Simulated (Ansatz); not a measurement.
# Boron, A15 under LDA: relaxation and energy

What does LDA give for boron in the A15 structure? We relax it, then solve it on a dense k-mesh. Spin polarisation is left out. The k-meshes are 7×7×7 for the relaxation; 9×9×9 for the dense run.

Computed with Ansatz 0.2.0 (DFT LDA (PW92), plane waves (420 eV) with PAW, scalar-relativistic; PAW files made under PBE, frozen cores solved again for the functional, unless a step says otherwise).

## (1) Starting point

Symmetry: Pm-3n, No. 223, cubic system. The conventional cell has a = 3.743 Å, b = 3.743 Å, c = 3.743 Å, α = 90.00°, β = 90.00°, γ = 90.00°. B (site symmetry m-3) has 12 B at 2.09 Å as nearest neighbours. B (site symmetry -4m2) has 6 B at 1.87 to 2.09 Å as nearest neighbours.

As a file:

```xyz
8
Lattice="3.7428 0.0000 0.0000 0.0000 3.7428 0.0000 0.0000 0.0000 3.7428" Properties=species:S:1:pos:R:3 pbc="T T T"
B     0.0000    0.0000    0.0000
B     1.8714    1.8714    1.8714
B     0.9357    0.0000    1.8714
B     2.8071    0.0000    1.8714
B     1.8714    0.9357    0.0000
B     1.8714    2.8071    0.0000
B     0.0000    1.8714    0.9357
B     0.0000    1.8714    2.8071
```

## (2) Geometry optimisation

input.yaml reads:

```yaml
crystal:
  lattice:
    - [3.7428346132, 0.0, 0.0]
    - [0.0, 3.7428346132, 0.0]
    - [0.0, 0.0, 3.7428346132]
  atoms:
    - { symbol: B, position: [0.0, 0.0, 0.0] }
    - { symbol: B, position: [0.5, 0.5, 0.5] }
    - { symbol: B, position: [0.25, 0.0, 0.5] }
    - { symbol: B, position: [0.75, 0.0, 0.5] }
    - { symbol: B, position: [0.5, 0.25, 0.0] }
    - { symbol: B, position: [0.5, 0.75, 0.0] }
    - { symbol: B, position: [0.0, 0.5, 0.25] }
    - { symbol: B, position: [0.0, 0.5, 0.75] }
hamiltonian:
  xc: lda
  pseudopotentials:
    kind: paw
    azcp:
      B: "pseudopotentials/B.paw.azcp"
basis:
  ecutwfc: 420
  fft_grid_basis: typed
kpoints:
  mp_grid: { grid: [7, 7, 7], shift: [0, 0, 0] }
magnetization:
  spin_polarized: false
scf:
  occupations: { method: fermi_dirac, width: 0.1 }
relax:
  max_steps: 60
  f_tol: 0.01
  cell: {}
```

Further steps of the session: The energy on a finer k-mesh.

Q: Predict the outcome of this session. Wanted: space group; conventional cell; volume; shortest distance; gap on the mesh; relative to alpha-rhombohedral.

**Answer**, as computed:

| quantity | value |
| --- | --- |
| space group (spins left aside) | Pm-3n (No. 223) |
| conventional cell | a = 3.623 Å |
| volume | 5.944 Å³/atom |
| shortest distance | 1.811 Å |
| gap on the mesh | none (levels filled in part) |
| relative to alpha-rhombohedral (B12) | +1548 meV/atom |

What this shows: The relaxation shrank the cell by 9.3 % in volume. It lies 1548 meV/atom above the element's usual form at the same level (alpha-rhombohedral (B12), from a run of its own), so it is far from stable. No gap shows: it is a metal or semimetal at this level. Relaxation kept the symmetry; phonons were not checked.
